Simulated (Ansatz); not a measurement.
**C₃H₇NSi: small, medium and large basis sets**

One table from this session's results is given with a row withheld; the runs are named, their logs left out.

Computed with Ansatz 0.2.0, Gaussian basis. Level: one geometry, several basis sets.

The runs, in order: PBE0-D4/def2-SVP; ωB97M-V/def2-SVP; PBE0-D4/def2-QZVPP; ωB97M-V/def2-QZVPP; the functionals' def2-TZVPP values are taken from earlier runs.

## The relaxed structure

The geometry comes from an earlier relaxation with PBE0-D4 in a triple-zeta def2 set; it is a stationary point, not always the lowest conformer.

SMILES `C=C1[SiH2]N1C`, 12 atoms, charge 0, spin multiplicity 1.

Atoms are counted from 1 here; the program's logs count them from 0.

Bond lengths: C1–C2 1.330 Å, C1–H6 1.085 Å, C1–H7 1.081 Å, C2–Si3 1.811 Å, C2–N4 1.386 Å, Si3–N4 1.703 Å, Si3–H8 1.483 Å, Si3–H9 1.483 Å, N4–C5 1.429 Å, C5–H10 1.096 Å, C5–H11 1.096 Å, C5–H12 1.090 Å. Angles: C2–C1–H6 121.5°, C2–C1–H7 120.5°, H6–C1–H7 118.0°, C1–C2–Si3 161.5°, C1–C2–N4 135.8°, Si3–C2–N4 62.7°, C2–Si3–N4 46.3°, C2–Si3–H8 122.9°, C2–Si3–H9 123.0°, N4–Si3–H8 119.3°, N4–Si3–H9 119.2°, H8–Si3–H9 111.1°, C2–N4–Si3 70.9°, C2–N4–C5 129.6°, Si3–N4–C5 159.4°, N4–C5–H10 110.9°, N4–C5–H11 110.9°, N4–C5–H12 110.0° and more.

Coordinates:

```
atom    x (Å)    y (Å)    z (Å)
  C1   0.3905   0.7950   1.7569
  C2   0.0883  -0.1578   0.8796
 Si3  -0.3305  -1.7728   0.1741
  N4  -0.0960  -0.2230  -0.4928
  C5  -0.0141   0.8131  -1.4729
  H6   0.5602   1.8206   1.4447
  H7   0.4745   0.5651   2.8097
  H8  -1.6989  -2.3422   0.2220
  H9   0.6784  -2.8299  -0.0778
 H10   0.9852   1.2635  -1.4826
 H11  -0.7403   1.6072  -1.2638
 H12  -0.2205   0.4062  -2.4631
```

Set-up of the first run:

in.yaml

```yaml
crystal:
  periodic: [false, false, false]
  atoms:
    - {symbol: C, position_ang: [0.390540, 0.795043, 1.756907]}
    - {symbol: C, position_ang: [0.088272, -0.157836, 0.879552]}
    - {symbol: Si, position_ang: [-0.330474, -1.772816, 0.174075]}
    - {symbol: N, position_ang: [-0.095987, -0.222982, -0.492762]}
    - {symbol: C, position_ang: [-0.014079, 0.813076, -1.472892]}
    - {symbol: H, position_ang: [0.560192, 1.820643, 1.444686]}
    - {symbol: H, position_ang: [0.474530, 0.565098, 2.809695]}
    - {symbol: H, position_ang: [-1.698852, -2.342230, 0.222046]}
    - {symbol: H, position_ang: [0.678435, -2.829935, -0.077819]}
    - {symbol: H, position_ang: [0.985235, 1.263472, -1.482560]}
    - {symbol: H, position_ang: [-0.740313, 1.607154, -1.263822]}
    - {symbol: H, position_ang: [-0.220498, 0.406213, -2.463104]}
basis:
  gaussian: {orbitals: def2-SVP}
hamiltonian: {xc: pbe0, dispersion: d4}
output: {orbitals: {seedname: orbitals}}
```

Steps of the session up to this table: PBE0-D4 in def2-SVP; ωB97M-V in def2-SVP; PBE0-D4 in def2-QZVPP; ωB97M-V in def2-QZVPP.

One of the session's tables, all rows but one given; the rest of the session is left out.

It belongs to the step «Density functionals: the series». 

| functional | basis | HOMO (eV) | LUMO (eV) |
| --- | --- | --- | --- |
| PBE0-D4 | def2-SVP | -5.67 | -0.04 |
| PBE0-D4 | def2-TZVPP | -5.77 | -0.46 |
| PBE0-D4 | def2-QZVPP | -5.80 | -0.57 |
| ωB97M-V | def2-SVP | -7.82 | 1.91 |
| ωB97M-V | def2-TZVPP | ? | ? |
| ωB97M-V | def2-QZVPP | -7.95 | 0.94 |

**Question.** Estimate the row for ωB97M-V, def2-TZVPP.

As computed: HOMO (eV): -7.92; LUMO (eV): 1.25. In the column «HOMO (eV)» it lies between ωB97M-V, def2-QZVPP (-7.95) and ωB97M-V, def2-SVP (-7.82).
